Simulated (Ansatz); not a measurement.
# AlFH7NO2: a dynamics run in two tries

Aim: a short trajectory for this system.

Program: Ansatz 0.2.0. Level of theory: UKS B3LYP-D4/STO-3G. These are calculated values, not measurements.

## (1) The starting structure

Bond lengths: Al1–O3 1.636 Å, Al1–O4 1.637 Å, Al1–F6 2.111 Å, O3–H9 0.943 Å, O4–H10 0.943 Å, N8–H11 1.007 Å, N8–H12 1.007 Å. Angles: Al1–O3–H9 172.0°, O3–Al1–O4 131.8°, O3–Al1–F6 107.0°, O4–Al1–F6 107.9°, Al1–O4–H10 167.1°, H11–N8–H12 110.9°.

As a file:

```xyz
12

Al   -0.9906   -0.8478   -0.2737
H    -0.5240    1.0648   -0.6314
O    -0.7524   -1.6429   -1.6835
O    -2.2299   -0.8713    0.7956
H     1.3328    0.1103    0.7306
F     0.8113   -0.9744    0.8197
H     0.3400    1.3471   -0.2501
N     1.5166    1.3875    0.3921
H    -0.5643   -2.1978   -2.4227
H    -2.7899   -0.9260    1.5521
H     1.5387    2.0150    1.1800
H     2.3117    1.5355   -0.2086
```

## (2) First attempt

input.yaml reads:

```yaml
crystal:
  periodic: [false, false, false]
  atoms:
    - { symbol: Al, position_ang: [-0.9906, -0.8478, -0.2737] }
    - { symbol: H, position_ang: [-0.524, 1.0648, -0.6314] }
    - { symbol: O, position_ang: [-0.7524, -1.6429, -1.6835] }
    - { symbol: O, position_ang: [-2.2299, -0.8713, 0.7956] }
    - { symbol: H, position_ang: [1.3328, 0.1103, 0.7306] }
    - { symbol: F, position_ang: [0.8113, -0.9744, 0.8197] }
    - { symbol: H, position_ang: [0.34, 1.3471, -0.2501] }
    - { symbol: "N", position_ang: [1.5166, 1.3875, 0.3921] }
    - { symbol: H, position_ang: [-0.5643, -2.1978, -2.4227] }
    - { symbol: H, position_ang: [-2.7899, -0.926, 1.5521] }
    - { symbol: H, position_ang: [1.5387, 2.015, 1.18] }
    - { symbol: H, position_ang: [2.3117, 1.5355, -0.2086] }
magnetization:
  spin_polarized: true
basis:
  gaussian: { orbitals: STO-3G }
hamiltonian:
  xc: b3lyp
  dispersion: d4
md:
  timestep: 0.5
  n_steps: 25
  ensemble: berendsen
  temperature: 300.0
  initial_velocities: maxwell_boltzmann
  seed: 982394
```

Started as:

```console
> ansatz run input.yaml --threads 1 --pin off --max-ram 2048MiB --backend cpu --events-out ev --progress --plain --runs-dir out
```

Before running it: what results should come out? Wanted: first try.

**Answer**, as computed:

| quantity | value |
| --- | --- |
| first try | refused |
| cause | the word typed for the ensemble or optimiser is not among those the program lists |

The fault in the first input was caught at the input check and cost nothing.
